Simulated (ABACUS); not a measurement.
# HfIn4SiO6 (P1) in ABACUS: further runs

The runs below take HfIn4SiO6 through single point, with PBE.

Everything below comes from runs of ABACUS 3.10.1. Logs are shortened: lines on timing, memory, paths and dates and some standing lists are left out, and cuts for length are marked.

## 1. The structure

The typed cell holds 12 atoms: a = 5.699 Å, b = 6.149 Å, c = 7.308 Å, α = 98.49°, β = 111.85°, γ = 96.55°.

The cell was built by a generator and needn't be a form met in nature.

## 2. Single point, PBE

File INPUT:

```
INPUT_PARAMETERS
suffix              HfIn4SiO6
calculation         scf
basis_type          lcao
pseudo_dir          ./
orbital_dir         ./
symmetry            1
dft_functional      pbe
ecutwfc             100
pseudo_rcut         7
nspin               1
nbands              63
ks_solver           genelpa
smearing_method     fd
smearing_sigma      0.00367493
scf_thr             1e-07
scf_nmax            100
mixing_type         broyden
mixing_beta         0.7
cal_force           1
cal_stress          1
out_mul             1
```

File STRU:

```
ATOMIC_SPECIES
Hf 178.4900 Hf.upf
In 114.8180 In.upf
Si 28.0850 Si.upf
O 15.9990 O.upf

NUMERICAL_ORBITAL
Hf_confined-atom_8au_3s2p2d1f.orb
In_confined-atom_8au_2s2p2d.orb
Si_confined-atom_7au_2s2p1d.orb
O_confined-atom_6au_2s2p1d.orb

LATTICE_CONSTANT
1.8897261246

LATTICE_VECTORS
5.6986700000 0.0038100000 0.0155900000
-0.7050600000 6.1081500000 -0.0057500000
-2.7371800000 -1.3955700000 6.6307600000

ATOMIC_POSITIONS
Direct

Hf
0.0
1
0.1179300000 0.0155600000 0.1329200000 1 1 1

In
0.0
4
0.3884200000 0.9990100000 0.7289100000 1 1 1
0.7586500000 0.0084200000 0.4958600000 1 1 1
0.2346100000 0.4884100000 0.5330000000 1 1 1
0.5964900000 0.4821100000 0.2052800000 1 1 1

Si
0.0
1
0.8677800000 0.4402900000 0.8554400000 1 1 1

O
0.0
6
0.5531600000 0.3873800000 0.7929000000 1 1 1
0.9345400000 0.3848300000 0.6559600000 1 1 1
0.9841400000 0.2621800000 0.0034700000 1 1 1
0.9908300000 0.6980600000 0.9845200000 1 1 1
0.0866500000 0.0649300000 0.3937400000 1 1 1
0.4868000000 0.1088300000 0.2179900000 1 1 1
```

File KPT:

```
K_POINTS
0
Gamma
5 5 4 0 0 0
```

Potentials or basis: PseudoDojo NC SR 0.4.1 PBE standard, DZP LCAO (the cutoffs set its grid).

Started as:

```console
OMP_NUM_THREADS=1 mpirun -np 4 abacus > log
```

running log:

```text
ABACUS v3.10.1

               Atomic-orbital Based Ab-initio Computation at UStc

 ------------------------------------------------------------------------------------

 READING GENERAL INFORMATION
                           global_out_dir = OUT.HfIn4SiO6/
                           global_in_card = INPUT
                               pseudo_dir = ./
                              orbital_dir = ./
                                    DSIZE = 4
                                    GSIZE = 1

 READING UNITCELL INFORMATION
                                    ntype = 4
                  lattice constant (Bohr) = 1.88973
              lattice constant (Angstrom) = 1

 READING ATOM TYPE 1
                               atom label = Hf
                      L=0, number of zeta = 3
                      L=1, number of zeta = 2
                      L=2, number of zeta = 2
                      L=3, number of zeta = 1
             number of atom for this type = 1

 READING ATOM TYPE 2
                               atom label = In
                      L=0, number of zeta = 2
                      L=1, number of zeta = 2
                      L=2, number of zeta = 2
             number of atom for this type = 4

 READING ATOM TYPE 3
                               atom label = Si
                      L=0, number of zeta = 2
                      L=1, number of zeta = 2
                      L=2, number of zeta = 1
             number of atom for this type = 1

 READING ATOM TYPE 4
                               atom label = O
                      L=0, number of zeta = 2
                      L=1, number of zeta = 2
                      L=2, number of zeta = 1
             number of atom for this type = 6

                        TOTAL ATOM NUMBER = 12
DIRECT COORDINATES
    atom                   x                   y                   z     mag                  vx                  vy                  vz
taud_Hf1            0.1179300000        0.0155600000        0.1329200000  0.0000        0.0000000000        0.0000000000        0.0000000000
taud_In1            0.3884200000        0.9990100000        0.7289100000  0.0000        0.0000000000        0.0000000000        0.0000000000
taud_In2            0.7586500000        0.0084200000        0.4958600000  0.0000        0.0000000000        0.0000000000        0.0000000000
taud_In3            0.2346100000        0.4884100000        0.5330000000  0.0000        0.0000000000        0.0000000000        0.0000000000
taud_In4            0.5964900000        0.4821100000        0.2052800000  0.0000        0.0000000000        0.0000000000        0.0000000000
taud_Si1            0.8677800000        0.4402900000        0.8554400000  0.0000        0.0000000000        0.0000000000        0.0000000000
taud_O1            0.5531600000        0.3873800000        0.7929000000  0.0000        0.0000000000        0.0000000000        0.0000000000
taud_O2            0.9345400000        0.3848300000        0.6559600000  0.0000        0.0000000000        0.0000000000        0.0000000000
taud_O3            0.9841400000        0.2621800000        0.0034700000  0.0000        0.0000000000        0.0000000000        0.0000000000
taud_O4            0.9908300000        0.6980600000        0.9845200000  0.0000        0.0000000000        0.0000000000        0.0000000000
taud_O5            0.0866500000        0.0649300000        0.3937400000  0.0000        0.0000000000        0.0000000000        0.0000000000
taud_O6            0.4868000000        0.1088300000        0.2179900000  0.0000        0.0000000000        0.0000000000        0.0000000000

                          Volume (Bohr^3) = 1559.23
                             Volume (A^3) = 231.054

 Lattice vectors: (Cartesian coordinate: in unit of a_0)
             +5.69867            +0.00381            +0.01559
             -0.70506            +6.10815            -0.00575
             -2.73718            -1.39557            +6.63076
 Reciprocal vectors: (Cartesian coordinate: in unit of 2 pi/a_0)
            +0.175256          +0.0203019          +0.0766188
         -0.000203503           +0.163725           +0.034375
         -0.000412233        +9.42441e-05           +0.150662
 The esolver type has been set to : ksdft_lcao

                PAO radial cut off (Bohr) = 7

 Read in pseudopotential file is Hf.upf
                     pseudopotential type = NC
          exchange-correlation functional = PBE
                 nonlocal core correction = 1
                        valence electrons = 12
                                     lmax = 3
                           number of zeta = 4
                     number of projectors = 8
                           L of projector = 0
                           L of projector = 0
                           L of projector = 1
[... 164 lines left out ...]
       4  0.00000000  0.20000000  0.00000000  0.0200       5
       5  0.20000000  0.20000000  0.00000000  0.0200       6
       6  0.40000000  0.20000000  0.00000000  0.0200       7
[... 22 lines left out ...]
      29  0.00000000  0.40000000 -0.25000000  0.0200      40
      30  0.20000000 -0.40000000  0.25000000  0.0200      41
[... 21 further k points ...]

                               nkstot now = 51
[... K-POINTS DIRECT COORDINATES: 51 rows ...]

           k-point number in this process = 51
       minimum distributed K point number = 51
[... stars of the k points ...]

[... K-POINTS CARTESIAN COORDINATES: 51 rows ...]

[... K-POINTS DIRECT COORDINATES: 51 rows ...]

 SETUP PLANE WAVES FOR WAVE FUNCTIONS
     energy cutoff for wavefunc (unit:Ry) = 100
              fft grid for wave functions = [ 72, 75, 90 ]
                    number of plane waves = 30637
                         number of sticks = 1083

 PARALLEL PW FOR WAVE FUNCTIONS
     PROC   COLUMNS(POT)             PW
        1            270           7659
        2            271           7660
        3            271           7660
        4            271           7658
 --------------- sum -------------------
        4           1083          30637

 SET NONLOCAL PSEUDOPOTENTIAL PROJECTORS
 SET NONLOCAL PSEUDOPOTENTIAL PROJECTORS
 SET NONLOCAL PSEUDOPOTENTIAL PROJECTORS
 SET NONLOCAL PSEUDOPOTENTIAL PROJECTORS
 max number of nonlocal projetors among all species is 8

 -------------------------------------------
 SELF-CONSISTENT
 -------------------------------------------

 SETUP SEARCHING RADIUS FOR PROGRAM TO SEARCH ADJACENT ATOMS
                  longest orb rcut (Bohr) = 8
   longest nonlocal projector rcut (Bohr) = 2.46
                     search radius (Bohr) = 20.9
              searching radius is (Bohr)) = 20.9
         searching radius unit is (Bohr)) = 1.89
                         PeriodicBoundary = 1
                        Radius(unit:lat0) = 11.1
                                   glayer = [ 4, 3, 3 ]
                             glayer_minus = [ 3, 2, 2 ]

Find the coordinate range of the input atom(unit:lat0).
                                  min_tau = [ -24.6, -15.7, -13.3 ]
                                  max_tau = [ 29.4, 20.1, 19.9 ]
                                BoxNumber = [ 7, 5, 5 ]

 SETUP EXTENDED REAL SPACE GRID FOR GRID INTEGRATION
                          real space grid = [ 72, 75, 90 ]
                 big cell numbers in grid = [ 18, 15, 30 ]
             meshcell numbers in big cell = [ 4, 5, 3 ]
                        extended fft grid = [ 15, 11, 20 ]
                dimension of extened grid = [ 49, 38, 71 ]
                            UnitCellTotal = 27
              Atom number in sub-FFT-grid = 12
    Local orbitals number in sub-FFT-grid = 189
                                ParaV.nnr = 96429
                                 init_chg = atomic

 LCAO ALGORITHM --------------- ION=   1  ELEC=   1--------------------------------

 Density error is 0.117751869328
----------------------------------------------------------
     Energy           Rydberg                 eV
----------------------------------------------------------
 E_KohnSham     -850.3307274799      -11569.3430782119
 E_Harris       -834.8605717685      -11358.8608115895
 E_Fermi        0.5536460938         7.5327415516
----------------------------------------------------------
[... 168 lines left out ...]
 Density error is 2.73158389168e-08
----------------------------------------------------------
     Energy           Rydberg                 eV
----------------------------------------------------------
 E_KohnSham     -851.8477534099      -11589.9832748729
 E_KS(sigma->0) -851.8477528911      -11589.9832678152
 E_Harris       -851.8477539689      -11589.9832824790
 E_band         -39.9403221378       -543.4159610296
 E_one_elec     -330.2221380298      -4492.9026829479
 E_Hartree      230.2787903985       3133.1036779671
 E_xc           -242.2427411261      -3295.8815784535
 E_Ewald        -509.6616636150      -6934.3026773232
 E_entropy(-TS) -0.0000010375        -0.0000141155
 E_descf        0.0000000000         0.0000000000
 E_exx          0.0000000000         0.0000000000
 E_Fermi        0.5636529302         7.6688915456
----------------------------------------------------------

 charge density convergence is achieved
 final etot is -11589.983275 eV
 EFERMI = 7.6688915456 eV

 STATE ENERGY(eV) AND OCCUPATIONS    NSPIN == 1
 1/51 kpoint (Cartesian) = 0.0000 0.0000 0.0000 (6589 pws)
       1       -55.3646      0.0200000
       2       -24.2395      0.0200000
       3       -24.2131      0.0200000
       4       -24.1768      0.0200000
       5       -13.0718      0.0200000
       6       -11.7763      0.0200000
[... 380 lines left out ...]
      62        12.0339    4.87942e-40
      63        12.3799    4.82122e-43

[... levels at 45 further k points ...]

 correction force for each atom along direction 1 is -2.72358e-07
 correction force for each atom along direction 2 is -7.63674e-07
 correction force for each atom along direction 3 is -2.92928e-07
------------------------------------------------------------------------------------------
 TOTAL-FORCE (eV/Angstrom)
------------------------------------------------------------------------------------------
                       Hf1        -0.0085826934        -0.0105942365        -0.0193070354
                       In1         0.0266868093        -0.2263251468         0.0893257370
                       In2        -0.2034813172        -0.3443228217         0.2273676502
                       In3         0.1659195355         0.3045462746        -0.2784788492
                       In4         0.0360239698         0.2853011094        -0.0169985973
                       Si1        -0.0176021953        -0.0172645893        -0.0799582406
                        O1        -0.3293461338        -0.0069756492         0.1432108504
                        O2         0.1126461719         0.0181962695        -0.2889186607
                        O3         0.0619015045        -0.2750536764         0.2830821557
                        O4         0.0647892200         0.3729639234         0.2683571735
                        O5         0.1499091636         0.0400365675        -0.1150421918
                        O6        -0.0588640348        -0.1405080246        -0.2126399918
------------------------------------------------------------------------------------------

----------------------------------------------------------------
 TOTAL-STRESS (KBAR)
----------------------------------------------------------------
        13.8837321225         2.8958043537         0.5012671321
         2.8958043537        20.4735578309        -1.7838765545
         0.5012671321        -1.7838765545        14.6206083130
----------------------------------------------------------------
 TOTAL-PRESSURE: 16.325966 KBAR

 --------------------------------------------
 !FINAL_ETOT_IS -11589.9832748729095329 eV
 --------------------------------------------
```

Wall time 36 s (4 MPI ranks of Intel Xeon 6975P-C (Granite Rapids), shared host); peak memory 1.1 GiB.

Results:

| Property | Result |
| --- | --- |
| Free energy | -11589.9833 eV |
| Pressure | 1.6 GPa |
| Largest force | 0.464 eV/Å |
| Band gap on the k mesh | 0.86 eV, indirect (least direct gap 1.12 eV) |
| Mulliken charges | Hf +1.06; In +0.37, +0.54, +0.50, +0.47; Si +0.30; O -0.56, -0.53, -0.39, -0.70, -0.67 e |

Forces in eV/Å, atoms in the order of the input:
```
Hf  -0.009 -0.011 -0.019
In   0.027 -0.226  0.089
In  -0.203 -0.344  0.227
In   0.166  0.305 -0.278
In   0.036  0.285 -0.017
Si  -0.018 -0.017 -0.080
O   -0.329 -0.007  0.143
O    0.113  0.018 -0.289
O    0.062 -0.275  0.283
O    0.065  0.373  0.268
O    0.150  0.040 -0.115
O   -0.059 -0.141 -0.213
```

Levels at points of the mesh, in eV from the valence-band top:
| k point | band 48 | band 49 | band 50 | band 51 | band 52 | band 53 | band 54 | band 55 | band 56 | band 57 |
| --- | --- | --- | --- | --- | --- | --- | --- | --- | --- | --- |
| (0.00, 0.00, 0.00) | -3.02 | -2.65 | -1.92 | -0.57 | 0.00 | 1.12 | 2.13 | 2.21 | 3.10 | 3.18 |
| (0.00, 0.00, 0.50) | -2.72 | -2.67 | -2.48 | -0.64 | -0.16 | 1.37 | 1.83 | 2.43 | 2.70 | 3.43 |

Caveat: the atomic orbitals were generated for these runs and aren't a published set; Mulliken charges move with the basis; spin-orbit coupling is left out, which moves the levels of the heavy elements; an odd mesh through Γ misses points on the zone boundary, where band edges often lie; the basis of atomic orbitals isn't converged, which shifts pressures, moduli and gaps.

(Continued in part 2 of 2.)
